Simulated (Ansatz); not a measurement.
# CH6N2O2W: the cost of one run

Computed with Ansatz 0.2.0, Gaussian basis. Level: one geometry, several basis sets.

Levels to be run: PBE0-D4/def2-SVP; ωB97M-V/def2-SVP; PBE0-D4/def2-QZVPP; ωB97M-V/def2-QZVPP; the functionals' def2-TZVPP values are taken from earlier runs.

### 1 The geometry

An earlier PBE0-D4 in a triple-zeta def2 set relaxation fixed the geometry. W takes the def2 core potential; no spin-orbit term is included.

SMILES `C[O][W](=[NH])(=[NH])[OH]`, 12 atoms, charge 0, spin multiplicity 1.

Atoms are counted from 1 here; the program's logs count them from 0.

Bond lengths: C1–O2 1.403 Å, C1–H7 1.094 Å, C1–H8 1.094 Å, C1–H9 1.093 Å, O2–W3 1.879 Å, W3–N4 1.752 Å, W3–N5 1.752 Å, W3–O6 1.907 Å, N4–H10 1.006 Å, N5–H11 1.007 Å, O6–H12 0.959 Å. Angles: O2–C1–H7 109.6°, O2–C1–H8 111.3°, O2–C1–H9 109.0°, H7–C1–H8 109.1°, H7–C1–H9 108.6°, H8–C1–H9 109.1°, C1–O2–W3 135.6°, O2–W3–N4 108.7°, O2–W3–N5 107.9°, O2–W3–O6 111.3°, N4–W3–N5 112.4°, N4–W3–O6 108.9°, N5–W3–O6 107.7°, W3–N4–H10 158.5°, W3–N5–H11 155.5°, W3–O6–H12 119.7°.

### 2 PBE0-D4 in def2-SVP

Contents of in.yaml:

```yaml
crystal:
  periodic: [false, false, false]
  atoms:
    - {symbol: C, position_ang: [-0.140227, -1.677880, 1.408403]}
    - {symbol: O, position_ang: [0.358044, -0.425064, 1.018855]}
    - {symbol: W, position_ang: [0.058316, 0.750841, -0.416101]}
    - {symbol: N, position_ang: [1.593804, 1.105971, -1.180671]}
    - {symbol: N, position_ang: [-1.072029, -0.015732, -1.514101]}
    - {symbol: O, position_ang: [-0.726632, 2.383802, 0.177639]}
    - {symbol: H, position_ang: [0.646989, -2.431720, 1.313685]}
    - {symbol: H, position_ang: [-0.995998, -1.974577, 0.794531]}
    - {symbol: H, position_ang: [-0.451975, -1.627639, 2.455264]}
    - {symbol: H, position_ang: [2.304312, 1.119084, -1.893146]}
    - {symbol: H, position_ang: [-1.384714, -0.383899, -2.397931]}
    - {symbol: H, position_ang: [-0.189890, 3.176792, 0.233574]}
basis:
  gaussian: {orbitals: def2-SVP}
hamiltonian: {xc: pbe0, dispersion: d4}
output: {orbitals: {seedname: orbitals}}
```

Run with:

```bash
ansatz run in.yaml --threads 2 --pin off --events-out ev --progress --plain --max-ram 22528MiB --backend cpu
```

What time and memory should one allow on 2 threads of AMD EPYC 7R13, shared host?

About 3.9 s, with a peak of 0.34 GiB.
